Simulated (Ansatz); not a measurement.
# FH3O3Zr: the cost of one run

Method: RKS PBE/def2-SVP, in Ansatz 0.2.0.

## (1) The starting structure

Bond lengths: Zr1–F2 1.980 Å, Zr1–O3 2.070 Å, O3–H4 1.010 Å, Zr1–O5 2.069 Å, O5–H6 1.010 Å, Zr1–O7 2.069 Å, O7–H8 1.010 Å. Angles: F2–Zr1–O3 109.4°, F2–Zr1–O5 109.5°, F2–Zr1–O7 109.5°, O3–Zr1–O5 109.5°, O3–Zr1–O7 109.5°, O5–Zr1–O7 109.5°, Zr1–O3–H4 109.5°, Zr1–O5–H6 109.5°, Zr1–O7–H8 109.5°.

Structure file:

```xyz
8

Zr    0.0000    0.0000    0.0000
F     0.0000    0.0000    1.9800
O     1.9520    0.0000   -0.6893
H     2.2684   -0.9521   -0.8060
O    -0.9750    1.6891   -0.6893
H    -1.9328    1.4584   -0.9117
O    -0.9750   -1.6891   -0.6893
H    -1.4296   -2.1548    0.0831
```

## (2) Relaxing the start

Contents of input.yaml:

```yaml
crystal:
  periodic: [false, false, false]
  atoms:
    - { symbol: Zr, position_ang: [0.0, 0.0, 0.0] }
    - { symbol: F, position_ang: [0.0, 0.0, 1.98] }
    - { symbol: O, position_ang: [1.952, 0.0, -0.6893] }
    - { symbol: H, position_ang: [2.2684, -0.9521, -0.806] }
    - { symbol: O, position_ang: [-0.975, 1.6891, -0.6893] }
    - { symbol: H, position_ang: [-1.9328, 1.4584, -0.9117] }
    - { symbol: O, position_ang: [-0.975, -1.6891, -0.6893] }
    - { symbol: H, position_ang: [-1.4296, -2.1548, 0.0831] }
basis:
  gaussian: { orbitals: def2-SVP }
hamiltonian:
  xc: pbe
relax:
  f_tol: 0.02
  max_steps: 40
```

Started as:

```bash
ansatz run input.yaml --threads 2 --pin off --max-ram 3072MiB --backend cpu --events-out ev --progress --plain --runs-dir out
```

**Question.** How long does this run take on 2 threads of AMD EPYC 9R45 (Zen 5), shared host, and how much memory does it need?

About 7.6 s, with a peak of 0.15 GiB.
